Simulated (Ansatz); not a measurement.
**CH6O2Si2: up Jacob's ladder to CCSD(T)**

The task here is to estimate one member of a computed series from the others.

Computed with Ansatz 0.2.0, Gaussian basis. Level: functionals in def2-TZVPP, the program's frozen cores in correlated methods.

Levels to be run: LDA (SPW92), PBE-D4, revPBE-D4, BLYP-D4, r2SCAN-D4, B97M-V, PBE0-D4, B3LYP-D4, r2SCANh-D4, r2SCAN0-D4, HSE06-D4, BHLYP-D4, CAM-B3LYP-D4, LC-ωPBE, ωB97X-V, ωB97M-V, B2PLYP, PBE-QIDH; CCSD(T)/def2-SVP; CCSD(T)/def2-TZVPP; MP2/def2-QZVPP; extrapolation to the limit; RPA on PBE.

## The geometry

All runs share one geometry, relaxed beforehand with PBE0-D4 in a triple-zeta def2 set.

SMILES `O[SiH]1OC[SiH2]1`, 11 atoms, charge 0, spin multiplicity 1.

Atoms are counted from 1 here; the program's logs count them from 0.

Bond lengths: O1–Si2 1.641 Å, O1–H6 0.958 Å, Si2–O3 1.666 Å, Si2–Si5 2.320 Å, Si2–H7 1.489 Å, O3–C4 1.447 Å, C4–Si5 1.925 Å, C4–H8 1.094 Å, C4–H9 1.093 Å, Si5–H10 1.488 Å, Si5–H11 1.487 Å. Angles: Si2–O1–H6 117.9°, O1–Si2–O3 114.7°, O1–Si2–Si5 116.1°, O1–Si2–H7 107.7°, O3–Si2–Si5 80.0°, O3–Si2–H7 109.7°, Si5–Si2–H7 125.7°, Si2–O3–C4 107.2°, O3–C4–Si5 100.5°, O3–C4–H8 109.8°, O3–C4–H9 109.2°, Si5–C4–H8 114.3°, Si5–C4–H9 114.6°, H8–C4–H9 108.3°, Si2–Si5–C4 71.8°, Si2–Si5–H10 118.9°, Si2–Si5–H11 122.3°, C4–Si5–H10 113.8° and more.

Coordinates:

```csv
atom,x (Å),y (Å),z (Å)
O1,-2.1735,0.7504,0.5489
Si2,-0.5423,0.9108,0.4662
O3,0.0921,0.8012,-1.0702
C4,0.7854,-0.4661,-1.1574
Si5,0.6867,-1.0453,0.6759
H6,-2.7023,1.5491,0.5770
H7,-0.1873,2.2278,1.0631
H8,0.2695,-1.1223,-1.8643
H9,1.8000,-0.2954,-1.5259
H10,1.9919,-1.0021,1.3895
H11,0.0450,-2.3652,0.9176
```

Set-up of the first run:

Input file in.yaml:

```yaml
crystal:
  periodic: [false, false, false]
  atoms:
    - {symbol: O, position_ang: [-2.173478, 0.750413, 0.548875]}
    - {symbol: Si, position_ang: [-0.542307, 0.910794, 0.466225]}
    - {symbol: O, position_ang: [0.092090, 0.801196, -1.070215]}
    - {symbol: C, position_ang: [0.785400, -0.466095, -1.157352]}
    - {symbol: Si, position_ang: [0.686659, -1.045324, 0.675913]}
    - {symbol: H, position_ang: [-2.702262, 1.549146, 0.576987]}
    - {symbol: H, position_ang: [-0.187343, 2.227814, 1.063134]}
    - {symbol: H, position_ang: [0.269506, -1.122265, -1.864277]}
    - {symbol: H, position_ang: [1.800025, -0.295381, -1.525931]}
    - {symbol: H, position_ang: [1.991928, -1.002134, 1.389490]}
    - {symbol: H, position_ang: [0.044980, -2.365162, 0.917553]}
basis:
  gaussian: {orbitals: def2-TZVPP}
hamiltonian: {xc: lda}
output: {orbitals: {seedname: orbitals}}
```

Run with:

```
$ ansatz run in.yaml --threads 4 --pin off --events-out ev --progress --plain --max-ram 10444MiB
```

Steps of the session up to this table: LDA; PBE-D4 (GGA); revPBE-D4 (GGA); BLYP-D4 (GGA); r2SCAN-D4 (meta-GGA); B97M-V (meta-GGA); PBE0-D4 (hybrid); B3LYP-D4 (hybrid); r2SCANh-D4 (hybrid); r2SCAN0-D4 (hybrid); HSE06-D4 (hybrid); BHLYP-D4 (hybrid); CAM-B3LYP-D4 (range-separated); LC-ωPBE (range-separated); ωB97X-V (range-separated); ωB97M-V (range-separated); B2PLYP (double hybrid); PBE-QIDH (double hybrid).

One of the session's tables, all rows but one given; the rest of the session is left out.

It belongs to the step «Orbital energies across the functionals». 

```
  functional  HOMO (eV)  gap (eV)
 LDA (SPW92)      -6.51      5.23
      PBE-D4      -6.41      5.33
   revPBE-D4      -6.37      5.38
     BLYP-D4      -6.30      5.36
   r2SCAN-D4          ?         ?
      B97M-V      -6.76      5.76
     PBE0-D4      -7.60      7.37
    B3LYP-D4      -7.41      6.99
  r2SCANh-D4      -7.11      6.63
  r2SCAN0-D4      -7.75      7.71
    HSE06-D4      -7.20      6.60
    BHLYP-D4      -8.67      9.33
CAM-B3LYP-D4      -8.91      9.69
     LC-ωPBE     -10.20     12.12
     ωB97X-V      -9.88     11.68
     ωB97M-V      -9.66     11.13
```

Estimate the missing values for r2SCAN-D4.

Worked estimate for «HOMO (eV)». Against the share of exact exchange, r2SCANh-D4 (0.1, -7.11), r2SCAN0-D4 (0.25, -7.75) give a slope of -4.27 per unit share; at 0 the line stands at -6.68.

As computed: HOMO (eV): -6.67; gap (eV): 5.89. In «HOMO (eV)» the line misses by -0.01.
